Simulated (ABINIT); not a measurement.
A run of ABINIT 10.8.3 (patched build) is set up as follows.

run.abi

```
pp_dirpath "./"
pseudos "Ta.upf, N.upf"

acell 3*1.0
rprim
     5.7300728857     0.0000000000     0.0000000000
    -2.8650364429     4.9623886845     0.0000000000
     0.0000000000     0.0000000000    14.2185582542
ntypat 2
znucl 73 7
natom 4
typat 1 1 1 2
xred
     0.6785570000     0.3518300000     0.8224020000
     0.3477140000     0.6649050000     0.1754850000
    -0.0005500000     0.0006550000     0.4951950000
    -0.0037170000     0.0154590000    -0.0067660000
chkprim 0
chksymtnons 0
tolsym 1.0e-6

ecut 1142.878222 eV

kptopt 1
ngkpt 10 10 4
nshiftk 1
shiftk 0.0 0.0 0.0

ixc -116133

nband 27
occopt 3
tsmear 0.05 eV

nstep 100
tolvrs 1.0e-10

iomode 3
prtwf 0
prtden 0
prteig 0
prtebands 0
```

Potentials or basis: PseudoDojo NC SR PBEsol v0.4.1 standard.

Launch:

```bash
$ abinit run.abi > log 2>&1
```

(1) Predict the band gap on the k mesh.

(2) Predict the pressure.

Results:

(1) none (metal or under the smearing width).

(2) -8.2 GPa.
